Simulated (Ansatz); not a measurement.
## YSc, space group P-6m2: a band structure, step by step

With Ansatz 0.2.0 through its Python package.

`ysc.xyz`
```text
2
Lattice="3.52016583 0.0 0.0 -1.76008291 3.04855303 0.0 0.0 0.0 5.40411622" Properties=species:S:1:pos:R:3 pbc="T T T"
Y     0.00000000    0.00000000    0.00000000
Sc   -0.00000002    2.03236870    2.70205811
```

Notebook, run cell by cell (the value of a cell's last expression is shown):

**Cell 1**
```python
import warnings

import ansatz as az
import numpy as np
```

**Cell 2**
```python
warnings.simplefilter('ignore', az.DeckWarning)
```

**Cell 3**
```python
system = az.Crystal.from_extxyz('ysc.xyz')

system.resolved().tree()['lattice']
```
Output:
```text
((3.52016583, 0.0, 0.0), (-1.76008291, 3.04855303, 0.0), (0.0, 0.0, 5.40411622))
```

**Cell 4**
```python
# high-symmetry points in fractions of the reciprocal vectors
path = [
    ('G', (0.0, 0.0, 0.0)),
    ('M', (0.5, 0.0, 0.0)),
    ('K', (0.33333, 0.33333, 0.0)),
    ('G', (0.0, 0.0, 0.0)),
    ('A', (0.0, 0.0, 0.5)),
]
calculation = (
    system.calculation()
    .functional('PBEsol', dispersion='d4')
    .kpoints(8, 8, 5)
    .occupations(az.OccupationsMethod.FERMI_DIRAC, width=0.1)
    .band_structure([point for _, point in path], intervals=6)
    .scf(extra_bands=8)
)
result = calculation.run(threads=1, backend='cpu')
data = result.report

data['free_energy_ev']
```
Output:
```text
-5906.663493697325
```

**Cell 5**
```python
data['kweights']
```
Output:
```text
[0.003125, 0.00625, 0.00625, 0.01875, 0.0375, 0.0375, 0.01875, 0.0375, 0.0375, 0.01875, 0.0375,
 0.0375, 0.009375, 0.01875, 0.01875, 0.01875, 0.0375, 0.0375, 0.0375, 0.075, 0.075, 0.0375, 0.075,
 0.075, 0.01875, 0.0375, 0.0375, 0.01875, 0.0375, 0.0375]
```

**Cell 6**
```python
print(f'free energy      {data["free_energy_ev"]:.5f} eV')
print(f'per atom         {data["free_energy_ev"] / len(result.lattice.sites):.5f} eV')
print(f'SCF iterations   {data["n_iterations"]}  (converged: {data["converged"]})')
```
Output:
```text
free energy      -5906.66349 eV
per atom         -2953.33175 eV
SCF iterations   7  (converged: True)
```

**Cell 7**
```python
bands = result.band_structure()
fermi = bands.fermi_energy_ev
print(f'zero of the bands: {fermi:.3f} eV, the Fermi level found on the SCF mesh')
for spin, channel in enumerate(bands.channels):
    print('channel', spin, '- computed levels within 4 eV of the Fermi level')
    for i, (label, _) in enumerate(path):
        levels = channel.eigenvalues_ev[i * 6] - fermi
        print(f'  {label:3s}', ' '.join(f'{e:7.3f}' for e in levels if abs(e) < 4))
```
Output:
```text
zero of the bands: 9.081 eV, the Fermi level found on the SCF mesh
channel 0 - computed levels within 4 eV of the Fermi level
  G    -1.721   0.890   1.482   1.482   1.911   2.133   2.133   2.296   2.296
  M    -1.742  -1.037  -0.747  -0.291   1.229   1.330   1.942   3.213
  K    -0.791  -0.639  -0.602  -0.527   0.911   1.066   2.227   3.462   3.839
  G    -1.721   0.890   1.482   1.482   1.911   2.133   2.133   2.296   2.296
  A    -3.392  -3.263   0.912   1.073   1.356   1.356   1.518   1.518   3.295   3.295
```

Reading the output:
- Total energies depend on the potentials; only differences at equal settings carry meaning.
- The computed bands are complete only to about 4.1 eV above the Fermi level.
- Dispersion corrections can be off by several per cent in the lattices of metals, and by several GPa in the pressure at a fixed cell.
- The mesh is modest for a metal, so energies can be off by several to tens of meV an atom and pressures by half a GPa or more; differences at equal mesh fare better.
- This cell is a computed structure, which may not be the phase found in nature.
- Levels are Kohn-Sham eigenvalues on this mesh, without spin-orbit coupling.
- Timing: 3.9 s on 1 thread of Arm Neoverse V2, on a shared host, peak memory 0.4 GiB.
